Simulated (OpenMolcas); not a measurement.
# Mo⁴⁺ among point charges: CASSCF and CASPT2 levels and susceptibility

How does a field of 5 point charges split the states of Mo⁴⁺, and what χT follows?

The numbers are computed with OpenMolcas 26.06 (state-averaged CASSCF and CASPT2, spin-orbit coupling by RASSI with atomic mean-field integrals), except any that are marked as measured or tabulated.

### Step 1. The atom as given

* Species: Mo⁴⁺ (molybdenum, Z = 42, 38 electrons)
* Basis: ANO-RCC-VDZP [6s5p3d1f], 43 functions
* Scalar Hamiltonian: DKH2, point nucleus
* Inactive shells: 1s 2s 2p 3s 3p 3d 4s 4p
* Active space: 2 electrons in 5 orbitals (4d)
* Some configurations of this space: 4d2
* Orbitals: optimised for each spin and parity, averaged over all roots

Outer shells as boxes (Hund's rule):

4d2
```
4d [↑ ][↑ ][  ][  ][  ]
```

The ion sits among 5 point charges of -1.5 e arranged as a trigonal bipyramid (D3h), 2.22 Å from the ion, with the axial distance 1.909 Å.

Each step is its own input file, run in one work folder so that later steps find the files of earlier ones. Labels, J, g values, rates, χT and fits are worked out afterwards by a script from the matrices that RASSI stores.

### Step 2. One- and two-electron integrals

a.inp reads:

```
&GATEWAY
Coord
1

Mo 0.0 0.0 0.0
Basis=ANO-RCC-VDZP
Group=NoSym
NoMove
AngMom=0.0 0.0 0.0
AMFI
XField
5 Angstrom 0
2.220000 0.000000 0.000000 -1.500000
-1.110000 1.922576 0.000000 -1.500000
-1.110000 -1.922576 0.000000 -1.500000
0.000000 0.000000 1.909200 -1.500000
0.000000 0.000000 -1.909200 -1.500000
&SEWARD
```

The run is started by

```console
OMP_NUM_THREADS=1 MOLCAS_MEM=1689 MOLCAS_PROJECT=a pymolcas a.inp > a.log
```

What it wrote:

```text
Basis set label: MO.ANO-RCC...6S5P3D1F.

      Electronic valence basis set:
      ------------------
      Associated Effective Charge  42.000000 au
      Associated Actual Charge     42.000000 au
      Nuclear Model: Point charge

      Shell  nPrim  nBasis  Cartesian Spherical Contaminant
         s      21       6        X
         p      18       5        X
         d      13       3                 X
         f       6       1                 X
                  Relativistic Douglas-Kroll-Hess integrals:
                    - DKH order of Hamiltonian: 2
                    - DKH order of Properties : 0
                  Atomic mean-field integrals
```

### Step 3. CASSCF: triplets, 10 roots

a.inp reads:

```
&RASSCF
FileOrb=start.orb
Symmetry=1
Spin=3
nActEl=2 0 0
Inactive=18
Ras2=5
CIRoot=10 10 1
SDav=10
CIMx=300
Iter=120 100
PrWF=0.3
OrbListing=Nothing
MaxOrb=0
>>> COPY $Project.JobIph JOB001
```

start.orb holds the contracted functions of the basis, ordered by shell, or the orbitals of the step before.

What it wrote, cut to the lines that bear on the results:

```text
[...]
      Number of active orbitals                  5
[...]
      Spin quantum number                      1.0
[...]
      Active orbitals                            5
[...]
      Number of CSFs                            10
      Number of root(s) required                10
[...]
      Convergence after  7 iterations
[...]
      Natural orbitals and occupation numbers for root  1
      sym 1:   0.500000   0.500000  -0.000000   0.500000   0.500000
      Natural orbitals and occupation numbers for root  2
      sym 1:   0.500000   0.500000  -0.000000   0.500000   0.500000
      Natural orbitals and occupation numbers for root  3
      sym 1:   0.513392   0.486608  -0.000000   0.486608   0.513392
::    RASSCF root number  1 Total energy:  -4050.14527793
::    RASSCF root number  2 Total energy:  -4050.14522820
::    RASSCF root number  3 Total energy:  -4050.13955993
[...]
::    RASSCF root number  7 Total energy:  -4050.10288298
::    RASSCF root number  8 Total energy:  -4050.09323213
::    RASSCF root number  9 Total energy:  -4050.03962911
::    RASSCF root number 10 Total energy:  -4050.03962911
```

### Step 4. Reference wave functions, singlets, 15 roots

a.inp reads:

```
&RASSCF
FileOrb=start.orb
Symmetry=1
Spin=1
nActEl=2 0 0
Inactive=18
Ras2=5
CIRoot=15 15 1
SDav=15
CIMx=300
Iter=120 100
PrWF=0.3
OrbListing=Nothing
MaxOrb=0
>>> COPY $Project.JobIph JOB002
```

The run is started by

```console
OMP_NUM_THREADS=1 MOLCAS_MEM=1689 MOLCAS_PROJECT=a pymolcas a.inp > a.log
```

What it wrote, cut to the lines that bear on the results:

```text
[...]
      Number of active orbitals                  5
[...]
      Spin quantum number                      0.0
[...]
      Active orbitals                            5
[...]
      Number of CSFs                            15
      Number of root(s) required                15
[...]
      Convergence after  7 iterations
[...]
      Natural orbitals and occupation numbers for root  1
      sym 1:   0.740842   0.226946   0.064422   0.226946   0.740844
      Natural orbitals and occupation numbers for root  2
      sym 1:   0.491373   0.491373  -0.000000   0.508627   0.508627
      Natural orbitals and occupation numbers for root  3
      sym 1:   0.491373   0.508627  -0.000000   0.491373   0.508627
::    RASSCF root number  1 Total energy:  -4050.09440637
::    RASSCF root number  2 Total energy:  -4050.09235070
::    RASSCF root number  3 Total energy:  -4050.09235070
[...]
::    RASSCF root number 12 Total energy:  -4050.00971106
::    RASSCF root number 13 Total energy:  -4050.00971106
::    RASSCF root number 14 Total energy:  -4050.00692829
::    RASSCF root number 15 Total energy:  -4049.90908817
```

### Step 5. RASSI: spin-orbit coupling between the states

a.inp reads:

```
&RASSI
NrOfJobIphs=2 10 15
1 2 3 4 5 6 7 8 9 10
1 2 3 4 5 6 7 8 9 10 11 12 13 14 15
IphNames
JOB001
JOB002
EJob
SpinOrbit
DIPRint=1.0
SOCoupling=1000.0
Subsets=2
Property=9
'ANGMOM' 1 'ANGMOM' 2 'ANGMOM' 3 'MLTPL  1' 1 'MLTPL  1' 2 'MLTPL  1' 3
'AMFI' 1 'AMFI' 2 'AMFI' 3
SOProperty=3
'ANGMOM' 1 'ANGMOM' 2 'ANGMOM' 3
```

What it wrote, cut to the lines that bear on the results:

```text
SPIN-FREE ENERGIES:
  (Shifted by EMIN (a.u.) =      -4050.1452779304)
 SF State       Relative EMIN(au)   Rel lowest level(eV)    D:o, cm**(-1)      L_eff
     1             0.0000000000        0.0000000000              0.0000         3.0
     2             0.0000497269        0.0013531376             10.9138         3.0
     3             0.0057179998        0.1555946998           1254.9559         2.8
     4             0.0132630514        0.3609060154           2910.9033         2.8
     5             0.0132630525        0.3609060452           2910.9036         2.8
     6             0.0423949487        1.1536253253           9304.6157         3.0
     7             0.0423949545        1.1536254817           9304.6170         3.0
    11             0.0508715617        1.3842857144          11165.0173         2.3
     8             0.0520458025        1.4162384341          11422.7333         1.3
    12             0.0529272324        1.4402233628          11616.1848         2.2
[...]
Eigenvalues of complex Hamiltonian:
   -----------------------------------
  (Shifted by EMIN (a.u.) =      -4050.1452779304)
 SO State       Relative EMIN(au)   Rel lowest level(eV)    D:o, cm**(-1)     J-value
     1            -0.0068670501        0.0000000000              0.0000         1.4
     2            -0.0068670500        0.0000000049              0.0000         1.4
     3            -0.0003366092        0.1777023511           1433.2661         1.7
     4            -0.0002873061        0.1790439576           1444.0869         1.7
     5             0.0001537149        0.1910447498           1540.8798         2.1
     6             0.0030328491        0.2693899832           2172.7767         2.3
     7             0.0030328495        0.2693899942           2172.7768         2.3
     8             0.0059307677        0.3482463639           2808.7963         1.6
     9             0.0059307677        0.3482463639           2808.7963         1.6
    10             0.0112097394        0.4918945028           3967.3967         2.8
    11             0.0140398390        0.5689054362           4588.5318         3.3
[...]
```

Time for these steps: 3.3 s (1 thread of Intel Xeon 6975P-C (Granite Rapids), shared host).

States without spin-orbit coupling:

```csv
state,degeneracy,E (cm-1),free-ion L (%)
3A1,1,0,F (100)
3A2,1,11,F (100)
3A2,1,1255,F (89)
3E,2,2911,F (88)
3E,2,9305,F (100)
1A1,1,11165,D (86)
3A2,1,11423,P (89)
1E,2,11616,D (94)
1E,2,12993,G (100)
1A1,1,16930,G (100)
1A2,1,16973,G (100)
1E,2,17242,D (81)
3E,2,23187,P (88)
1E,2,24732,G (81)
1E,2,29753,G (94)
1A1,1,30364,G (77)
1A1,1,51838,S (80)
```

With spin-orbit coupling:

```csv
E (cm-1),Degeneracy,Label,2S+1,g
0.0,2,E,3,0.00 0.00 2.00
1433,1,A2,3,
1444,1,A1,3,
1541,1,A1,3,
2173,2,E,3,0.00 0.00 3.52
2809,2,E,3,0.00 0.00 9.98
3967,1,A2,3,
4589,2,E,3,0.00 0.00 2.40
4698,2,E,3,0.00 0.00 5.94
4926,1,A1,3,
9929,2,E,3,0.00 0.00 0.17
10961,2,E,3,0.00 0.00 4.02
11680,1,A1,3,
11681,1,A2,3,
12110,1,A1,3,
12243,2,E,3,0.00 0.00 3.20
13555,1,A1,3,
14101,2,E,1,0.00 0.00 2.67
14571,2,E,1,0.00 0.00 7.97
18551,1,A1,1,
18567,2,E,1,0.00 0.00 4.07
18593,1,A2,1,
24213,1,A1,3,
24237,1,A2,3,
```

Labels of spin-orbit levels are those of the rotation subgroup (D3 for D3h). Principal g values are given for doublets only; a zero marks a field direction without first-order Zeeman splitting.

Powder χT (cm³ K/mol): 0.13 at 2 K, 0.13 at 5 K, 0.13 at 10 K, 0.13 at 20 K, 0.15 at 50 K, 0.17 at 100 K, 0.19 at 150 K, 0.22 at 200 K, 0.24 at 250 K, 0.27 at 300 K.

Orbitals of the lowest block (energies include the constant potential of the surroundings):

```csv
shell,space,energy (hartree),mean occupation,⟨r²⟩ (bohr²)
1s,inactive,-738.6082,2.000,0.00163
2s,inactive,-107.0494,2.000,0.0277
2p,inactive,-95.5040,6.000,0.0219
3s,inactive,-19.3479,2.000,0.208
3p,inactive,-15.4507,6.000,0.213
3d,inactive,-9.0885,10.000,0.205
4s,inactive,-2.7557,2.000,1.38
4p,inactive,-1.5685,6.000,1.64
4d,RAS2,,2.000,2.78
```

### Step 6. CASPT2: IPEA 0.25, imaginary shift 0.1 (closed shells correlated: 4s 4p)

a.inp reads:

```
>>> COPY JOB001 $Project.JobIph
&CASPT2
Multistate=10 1 2 3 4 5 6 7 8 9 10
NoMult
Frozen=14
IPEA=0.25
Imaginary=0.1
MaxIter=60
WThr=0.0 0.3 0.05
PrWF=0.5
NoMix
>>> COPY JOB002 $Project.JobIph
&CASPT2
Multistate=15 1 2 3 4 5 6 7 8 9 10 11 12 13 14 15
NoMult
Frozen=14
IPEA=0.25
Imaginary=0.1
MaxIter=60
WThr=0.0 0.3 0.05
PrWF=0.5
NoMix
```

The run is started by

```console
OMP_NUM_THREADS=1 MOLCAS_MEM=1689 MOLCAS_PROJECT=a pymolcas a.inp > a.log
```

What it wrote, cut to the lines that bear on the results:

```text
[...]
      Active orbitals                            5
[...]
      E2 (Variational):          -0.1861018145
      Total energy:           -4050.3313797449
[...]
::    CASPT2 Root  1     Total energy:  -4050.33137974
::    CASPT2 Root  2     Total energy:  -4050.33134438
[...]
::    CASPT2 Root 12     Total energy:  -4050.20194788
::    CASPT2 Root 13     Total energy:  -4050.20194790
::    CASPT2 Root 14     Total energy:  -4050.20459560
::    CASPT2 Root 15     Total energy:  -4050.11684382
```

This run: 1.6 s of run time, 1 thread of Intel Xeon 6975P-C (Granite Rapids), shared host.

SS-CASPT2: lowest energy less the reference's lowest, -0.1861 hartree; reference weights 0.953 to 0.961.

Spin-free states, with their symmetry labels:

```
state  degeneracy  E (cm-1)  free-ion L (%)
  3A1           1         0         F (100)
  3A2           1         8         F (100)
  3A2           1      1057          F (89)
   3E           2      2548          F (88)
  1A1           1      9119          D (86)
   1E           2      9342          D (94)
  3A2           1      9616          P (89)
   3E           2      9810         F (100)
   1E           2     11696         G (100)
  1A1           1     15131         G (100)
  1A2           1     15167         G (100)
   1E           2     15280          D (81)
   3E           2     21521          P (88)
   1E           2     23003          G (81)
  1A1           1     27826          G (77)
   1E           2     28407          G (94)
  1A1           1     47085          S (80)
```

With spin-orbit coupling:

```
E (cm-1)  Degeneracy  Label  2S+1               g
       0           2      E     3  0.00 0.00 2.00
    1260           1     A1     3                
    1440           1     A2     3                
    1450           1     A1     3                
    1930           2      E     3  0.00 0.00 3.46
    2810           2      E     3  0.00 0.00 9.97
    3610           1     A2     3                
    4250           2      E     3  0.00 0.00 2.48
    4360           2      E     3  0.00 0.00 5.95
    4610           1     A1     3                
    9850           2      E     3  0.00 0.00 1.73
   10210           1     A1     1                
   10760           2      E     3  0.00 0.00 1.72
   11440           2      E     3  0.00 0.00 4.01
   11660           1     A1     3                
   12140           1     A1     3                
   12140           1     A2     3                
   12150           2      E     1  0.00 0.00 2.57
   13290           2      E     1  0.00 0.00 7.98
   16640           2      E     1  0.00 0.00 4.06
   16810           1     A1     1                
   16850           1     A2     1                
   22540           1     A1     3                
   22580           1     A2     3
```

Powder χT (cm³ K/mol): 0.13 at 2 K, 0.13 at 5 K, 0.13 at 10 K, 0.13 at 20 K, 0.15 at 50 K, 0.17 at 100 K, 0.19 at 150 K, 0.22 at 200 K, 0.24 at 250 K, 0.27 at 300 K.

### Step 7. The methods side by side

A. CASSCF
B. SS-CASPT2, IPEA 0.25, imaginary shift 0.1 (closed shells correlated: 4s 4p)

| method | ground state | first state of that spin (cm-1) | first gap with spin-orbit (cm-1) | χT at 300 K |
| --- | --- | --- | --- | --- |
| A | 3A1 | 3A2 10.91 | 1433.3 | 0.27 |
| B | 3A1 | 3A2 7.761 | 1259.2 | 0.27 |

### Step 8. Results

| quantity | value |
| --- | --- |
| method | SS-CASPT2, IPEA 0.25, imaginary shift 0.1 (closed shells correlated: 4s 4p) |
| spin-free ground state | 3A1, 1-fold in its orbital part |
| first state of the same spin within the active space | 3A2 at 7.76 cm⁻¹ |
| lowest level | 2-fold E, g = 0.00, 0.00, 2.00 |
| next level | 1259.2 cm⁻¹ |
| χT at 300 K | 0.27 cm³ K/mol |
| effective moment at 300 K | 1.46 μB |

Cost by method:

```
                                              method  time of its own steps  time with the reference
                                           A. CASSCF                  3.3 s                    3.3 s
B. SS-CASPT2, IPEA 0.25, imaginary shift 0.1, +4s 4p                  1.6 s                    4.9 s
```

Times are of one thread on a shared host.

What this shows: The spin-free ground state (3A1) comes to 100 % from free-ion F terms and keeps the highest spin of the shell. χT at 300 K is 0.27, against 1.00 cm³ K/mol for the spin alone, so spin-orbit coupling lowers it. CASPT2 does not keep the components of a term degenerate, and the means are used. The field of point charges can differ much from that of real complexes. This is an electrostatic model: the charges have no orbitals.
